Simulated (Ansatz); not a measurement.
# AlO3: the cost of one run

Computed with Ansatz 0.2.0 (the levels named in each step, unless a step's input says otherwise).

**1. Starting point**

Bond lengths: O1–Al2 1.590 Å, Al2–O3 1.715 Å, Al2–O4 1.715 Å, O3–O4 1.510 Å. Angles: O1–Al2–O3 153.9°, O1–Al2–O4 153.9°, O3–Al2–O4 52.2°, Al2–O3–O4 63.9°, Al2–O4–O3 63.9°.

Coordinates:

```xyz
4

O     1.9078   -0.0057   -0.0073
Al    0.3178   -0.0008   -0.0011
O    -1.2240   -0.7514    0.0031
O    -1.2197    0.7584    0.0061
```

**2. A rough first relaxation, PBE-D4/def2-SVPD**

This run stands in another session on the same molecule. It ended at:

```xyz
4

O     1.9824   -0.0058   -0.0075
Al    0.3229   -0.0010   -0.0012
O    -1.2641   -0.8063    0.0031
O    -1.2593    0.8136    0.0064
```

**3. Relaxation, HF/STO-3G**

Contents of input.yaml:

```yaml
crystal:
  periodic: [false, false, false]
  atoms:
    - { symbol: O, position_ang: [1.98235325, -0.00581778, -0.00753218] }
    - { symbol: Al, position_ang: [0.32292073, -0.00097128, -0.00117066] }
    - { symbol: O, position_ang: [-1.26406252, -0.806291, 0.00311934] }
    - { symbol: O, position_ang: [-1.25933146, 0.81357006, 0.0064235] }
total_charge: -1
basis:
  gaussian: { orbitals: STO-3G }
hamiltonian:
  xc: hf
relax:
  f_tol: 0.002
  max_steps: 150
```

Run with:

```bash
ansatz run input.yaml --threads 2 --pin off --max-ram 5120MiB --backend cpu --events-out ev --progress --plain --runs-dir out
```

**Question.** How long does this run take on 2 threads of Intel Xeon at 2.50GHz (Skylake/Cascade Lake), shared host, and how much memory does it need?

About 3.2 s, with a peak of 0.087 GiB.
